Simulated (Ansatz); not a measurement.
# Pt: a trigonal deformation path

The task here is to estimate one member of a computed series from the others.

The COD entry's cell or inner coordinates are ideal or old and differ from later refinements, so a difference from it is no clean test against experiment.

Method: DFT PBEsol, scalar-relativistic, plane waves, PAW, in Ansatz 0.2.0.

## Starting point

Symmetry: Fm-3m, No. 225, cubic system. Conventional cell: a = 3.916 Å, b = 3.916 Å, c = 3.916 Å, α = 90.00°, β = 90.00°, γ = 90.00°. Pt (site symmetry m-3m) is surrounded by 12 Pt at 2.77 Å.

Coordinates:

```xyz
1
Lattice="0.0000 1.9579 1.9579 1.9579 0.0000 1.9579 1.9579 1.9579 0.0000" Properties=species:S:1:pos:R:3 pbc="T T T"
Pt    0.0000    0.0000    0.0000
```

The cell is taken as given, not relaxed at this level.

## The reference cell

The reference gives a free energy of -12383.8304 eV, pressure 0.61 GPa, largest force 0.000 eV/Å and gap on the mesh none (metal). It was computed beforehand with the settings of the runs below.

The first run:

At fixed volume and fractional coordinates, lengths along (0.577, 0.577, 0.577) are scaled against those across it; ρ is that ratio over its starting value.

Contents of input.yaml:

```yaml
crystal:
  lattice:
    - [-0.8222664745, 1.6445329491, 1.6445329491]
    - [1.6445329491, -0.8222664745, 1.6445329491]
    - [1.6445329491, 1.6445329491, -0.8222664745]
  atoms:
    - { symbol: Pt, position: [0.0, 0.0, 0.0] }
basis:
  ecutwfc: 420
kpoints:
  mp_grid: { grid: [24, 24, 24] }
hamiltonian:
  xc: pbesol
scf:
  occupations: { method: gaussian, width: 0.15 }
output:
  forces: true
  stress: true
  eigenvalues: true
```

Command:

```console
ansatz run input.yaml --threads 1 --pin off --max-ram 2560MiB --backend cpu --events-out ev --progress --plain --runs-dir out
```

Steps of the session up to this table: ρ = 0.500; At ρ = 2.000; At ρ = 0.710; At ρ = 1.410; At ρ = 0.600; At ρ = 0.850; ρ = 1.200; Point ρ = 1.700; Point ρ = 0.930; Point ρ = 1.080.

One table of the session follows, with a row left open; its other results are not shown here.

The scan, with free energies counted from the undisturbed cell:

| ρ | ΔE (meV/atom) | pressure (GPa) |
| --- | --- | --- |
| 0.500 | 826.0 | 45.3 |
| 0.600 | 796.5 | 41.0 |
| 0.710 | ? | ? |
| 0.850 | 144.2 | 8.0 |
| 0.930 | 27.8 | 2.1 |
| 1.000 | 0.0 | 0.6 |
| 1.080 | 32.1 | 2.5 |
| 1.200 | 202.8 | 12.4 |
| 1.410 | 876.1 | 47.4 |
| 1.700 | 2415.7 | 120.0 |
| 2.000 | 4896.1 | 219.1 |

Estimate the missing values for ρ = 0.710.

Worked estimate for «ΔE (meV/atom)». A straight line through the neighbours (0.600, 796.5) and (0.850, 144.2) gives 796.5 + (144.2 − 796.5) × (0.710 − 0.600) / (0.850 − 0.600) = 509.5; a parabola fitted to 4 rows on both sides gives 544.6.

As computed: ΔE (meV/atom): 566.5; pressure (GPa): 27.5. In «ΔE (meV/atom)» the line misses by -57.0 and the parabola by -21.9.
